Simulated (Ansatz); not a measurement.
# MgCdSe2: the cost of one run

Program: Ansatz 0.2.0. Level of theory: reference: DFT, PBE, plane waves, PAW. These are calculated values, not measurements.

### Step 1. The system as given

It takes space group R-3m (No. 166, trigonal). Conventional cell: a = 3.951 Å, b = 3.951 Å, c = 19.353 Å, α = 90.00°, β = 90.00°, γ = 120.00°. Mg (site symmetry -3m) has 6 Se at 2.76 Å as nearest neighbours. Cd (site symmetry -3m) is surrounded by 6 Se at 2.83 Å. Se (site symmetry 3m) is surrounded by 3 Mg at 2.76 Å and 3 Cd at 2.83 Å.

As a file:

```cif
data_structure
_symmetry_space_group_name_H-M 'P 1'
_symmetry_Int_Tables_number 1
_cell_length_a 6.8426
_cell_length_b 6.8426
_cell_length_c 6.8426
_cell_angle_alpha 33.564
_cell_angle_beta 33.564
_cell_angle_gamma 33.564
_cell_volume 87.23
loop_
_atom_site_label
_atom_site_type_symbol
_atom_site_fract_x
_atom_site_fract_y
_atom_site_fract_z
_atom_site_occupancy
Mg1 Mg 0.00000 0.00000 0.00000 1
Cd1 Cd 0.50000 0.50000 0.50000 1
Se1 Se 0.25334 0.25334 0.25334 1
Se2 Se 0.74666 0.74666 0.74666 1
```

### Step 2. Baseline

Contents of input.yaml:

```yaml
crystal:
  lattice:
    - [1.9756470079, 1.1406403318, 6.4511070703]
    - [-1.9756470079, 1.1406403318, 6.4511070703]
    - [0.0, -2.2812806636, 6.4511070703]
  atoms:
    - { symbol: Mg, position: [1.0, 0.0, 0.0] }
    - { symbol: Cd, position: [0.5, 0.5, 0.5] }
    - { symbol: Se, position: [0.2533357354, 0.2533357354, 0.2533357354] }
    - { symbol: Se, position: [0.7466642646, 0.7466642646, 0.7466642646] }
kpoints:
  mp_grid: { grid: [6, 6, 6] }
hamiltonian:
  xc: pbe
scf:
  occupations: { method: fixed }
  n_extra_bands: 5
output:
  forces: true
  stress: true
  eigenvalues: true
```

Started as:

```bash
> ansatz run input.yaml --threads 4 --pin off --max-ram 3686MiB --backend cpu --events-out ev --progress --plain --runs-dir out
```

What time and memory should one allow on 4 threads of Arm Neoverse N1, shared host?

About 2.6 s, with a peak of 0.43 GiB.
